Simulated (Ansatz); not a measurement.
# Si3H7ClO: basis-set convergence

Aim: see how fast density functionals and correlated methods converge with the basis set for Si3H7ClO.

Computed with Ansatz 0.2.0, Gaussian basis. Level: one geometry, several basis sets.

Plan: PBE0-D4/def2-SVP; ωB97M-V/def2-SVP; PBE0-D4/def2-QZVPP; ωB97M-V/def2-QZVPP; CCSD(T)/cc-pV(D+d)Z; CCSD(T)/cc-pV(T+d)Z; MP2/cc-pV(Q+d)Z; the functionals' def2-TZVPP values are taken from earlier runs.

**1. Structure used throughout**

An earlier PBE0-D4/def2-TZVP relaxation fixed the geometry.

SMILES `O[Si]([SiH3])([SiH3])Cl`, 12 atoms, charge 0, spin multiplicity 1.

Atoms are counted from 1 here; the program's logs count them from 0.

Bond lengths: O1–Si2 1.646 Å, O1–H6 0.960 Å, Si2–Si3 2.347 Å, Si2–Si4 2.339 Å, Si2–Cl5 2.079 Å, Si3–H7 1.486 Å, Si3–H8 1.488 Å, Si3–H9 1.489 Å, Si4–H10 1.486 Å, Si4–H11 1.487 Å, Si4–H12 1.487 Å. Angles: Si2–O1–H6 118.0°, O1–Si2–Si3 112.2°, O1–Si2–Si4 106.5°, O1–Si2–Cl5 109.8°, Si3–Si2–Si4 115.6°, Si3–Si2–Cl5 104.9°, Si4–Si2–Cl5 107.6°, Si2–Si3–H7 109.8°, Si2–Si3–H8 110.5°, Si2–Si3–H9 109.3°, H7–Si3–H8 109.1°, H7–Si3–H9 109.3°, H8–Si3–H9 108.8°, Si2–Si4–H10 110.1°, Si2–Si4–H11 110.2°, Si2–Si4–H12 108.3°, H10–Si4–H11 109.7°, H10–Si4–H12 109.6° and more.

As a file:

| atom | x (Å) | y (Å) | z (Å) |
| --- | --- | --- | --- |
| O1 | -1.73971 | 0.61723 | -0.92510 |
| Si2 | -0.19070 | 0.49461 | -0.38189 |
| Si3 | -0.06996 | 0.48975 | 1.96166 |
| Si4 | 0.74152 | -1.36837 | -1.44649 |
| Cl5 | 0.89649 | 2.16633 | -0.97080 |
| H6 | -2.27063 | 1.35226 | -0.61116 |
| H7 | 1.35241 | 0.48949 | 2.39290 |
| H8 | -0.74815 | -0.71343 | 2.51590 |
| H9 | -0.74365 | 1.70746 | 2.49207 |
| H10 | 0.69672 | -1.18884 | -2.92080 |
| H11 | -0.00205 | -2.59981 | -1.06892 |
| H12 | 2.15463 | -1.50167 | -1.00357 |

**2. PBE0-D4 in def2-SVP**

Contents of in.yaml:

```yaml
crystal:
  periodic: [false, false, false]
  atoms:
    - {symbol: O, position_ang: [-1.739706, 0.617225, -0.925103]}
    - {symbol: Si, position_ang: [-0.190704, 0.494613, -0.381895]}
    - {symbol: Si, position_ang: [-0.069965, 0.489749, 1.961661]}
    - {symbol: Si, position_ang: [0.741518, -1.368374, -1.446491]}
    - {symbol: Cl, position_ang: [0.896486, 2.166334, -0.970796]}
    - {symbol: H, position_ang: [-2.270629, 1.352259, -0.611159]}
    - {symbol: H, position_ang: [1.352406, 0.489491, 2.392902]}
    - {symbol: H, position_ang: [-0.748147, -0.713432, 2.515904]}
    - {symbol: H, position_ang: [-0.743654, 1.707456, 2.492069]}
    - {symbol: H, position_ang: [0.696717, -1.188842, -2.920804]}
    - {symbol: H, position_ang: [-0.002051, -2.599813, -1.068920]}
    - {symbol: H, position_ang: [2.154631, -1.501667, -1.003567]}
basis:
  gaussian: {orbitals: def2-SVP}
hamiltonian: {xc: pbe0, dispersion: d4}
output: {orbitals: {seedname: orbitals}}
```

Command:

```console
ansatz run in.yaml --threads 2 --pin off --events-out ev --progress --plain --max-ram 32768MiB --backend cpu
```

After this run come: ωB97M-V in def2-SVP; PBE0-D4 in def2-QZVPP; ωB97M-V in def2-QZVPP; CCSD(T) in cc-pV(D+d)Z; CCSD(T) in cc-pV(T+d)Z; MP2 in cc-pV(Q+d)Z.

Before running them: what should the planned runs give, taken together? Wanted: MP2 correlation recovered, cc-pV(D+d)Z; MP2 correlation recovered, cc-pV(T+d)Z; MP2 correlation recovered, cc-pV(Q+d)Z; CCSD(T) limit from def2 sets; PBE0-D4: double and triple zeta above quadruple; ωB97M-V: double and triple zeta above quadruple.

The runs gave:

| quantity | value |
| --- | --- |
| MP2 correlation recovered, cc-pV(D+d)Z | 67.9 % |
| MP2 correlation recovered, cc-pV(T+d)Z | 87.4 % |
| MP2 correlation recovered, cc-pV(Q+d)Z | 94.7 % |
| CCSD(T) limit from def2 sets (earlier runs) minus this one | -161 meV |
| PBE0-D4: double and triple zeta above quadruple | 16.73, 1.29 eV |
| ωB97M-V: double and triple zeta above quadruple | 16.75, 1.22 eV |

What this shows: For PBE0-D4 the step from double to triple zeta gains 15.44 eV and the next only 1.29 eV. In cc-pV(D+d)Z MP2 holds 68 % of its limit, in cc-pV(Q+d)Z 95 %, while Hartree-Fock is within 0.168 eV in the largest set. A limit from the def2 sets, made apart, differs by 161 meV, a least measure of the doubt on such a limit. Total energies overstate the basis error of differences, where much of it tends to cancel. The LUMO of ωB97M-V is positive and keeps falling with the basis (1.29 to 0.74 eV): an unbound level that the basis holds in place.
